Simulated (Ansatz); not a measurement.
Working through a check of PAW against all-electron LAPW of Hg, space group P6/mmm

Computed with Ansatz 0.2.0 through its Python package.

Run as a notebook:

**Cell 1**
```python
import ansatz as az
import numpy as np
```

**Cell 2**
```python
def count_gap(report):
    # lowest empty less highest filled band, counting bands; zero where they overlap
    return max(report.get("gap_by_band_count_ev") or 0.0, 0.0)
```

**Cell 3**
```python
crystal = (
    az.Lattice.of([5.466696, 0.0, 0.0], [-2.733348, 4.734298, 0.0], [0.0, 0.0, 3.185218])
    .atom("Hg", [1 / 3, 2 / 3, 0.5])
    .atom("Hg", [2 / 3, 1 / 3, 0.5])
    .atom("Hg", [0.0, 0.0, 0.0])
)
```

**Cell 4**
```python
[site.symbol for site in crystal.resolved().sites]
```
Output:
```text
['Hg', 'Hg', 'Hg']
```

**Cell 5**
```python
base = (
    crystal.calculation()
    .occupations("gaussian", width=0.1)
    .kpoints(mesh=(7, 7, 10))
    .functional("lda")
    .stress()
    .forces()
    .band_table()
)
variants = {
    "PAW": base.pseudopotentials("paw"),
    "LAPW": base.pseudopotentials("all_electron", lapw=True),
}
# totals differ by the cores that each treatment holds, so compare what does not depend on them
rows = []
for label, variant in variants.items():
    report = variant.run().report
    levels = np.array(report["eigenvalues_ev"][0]) - report["fermi_energy_ev"]
    print(label, "levels at the first k-point near E_F:", np.round(levels[np.abs(levels) < 5], 3))
    rows.append((label, report["n_electrons"], np.trace(report["stress_gpa"]) / 3, float(np.abs(report["forces_ev_ang"]).max()), count_gap(report)))
print("     treatment  electrons in bands           P GPa  max force component eV/A  gap by band count eV")
for row in rows:
    print(f"{str(row[0]):>14s}  {row[1]:18.1f}  {row[2]:14.3f}  {row[3]:24.4f}  {row[4]:20.3f}")
```
Output:
```text
DeckWarning: basis.ecutwfc = 420 eV, auto-derived from the records' recommended cutoffs: set by Hg (normal level)
PAW levels at the first k-point near E_F: [-1.39  -1.037  1.878  1.878  1.94   1.94 ]
LAPW levels at the first k-point near E_F: [-1.391 -1.037  1.879  1.879  1.941  1.941]
     treatment  electrons in bands           P GPa  max force component eV/A  gap by band count eV
           PAW                60.0          -4.618                    0.0000                 0.000
          LAPW               102.0          -4.623                    0.0000                 0.000
```

PAW gives -4.618 GPa and LAPW -4.623 GPa, 0.005 GPa apart. They took 3.0 and 31.9 s of processor time.

The computed bands are complete only to about 5.2 eV above the Fermi level. A gap by band count of zero or less means overlapping bands, a metal. This isn't the structure that Hg takes at ambient conditions. Levels are Kohn-Sham eigenvalues on this mesh, without spin-orbit coupling. Warnings are shown shortened and without file and line. Pressure is positive in compression; the treatments may keep other shells as core, so totals and counts of electrons can differ. It ran for 35 s on 1 thread of Intel(R) Xeon(R) 6975P-C (Granite Rapids) (shared host), peak memory 0.72 GiB.
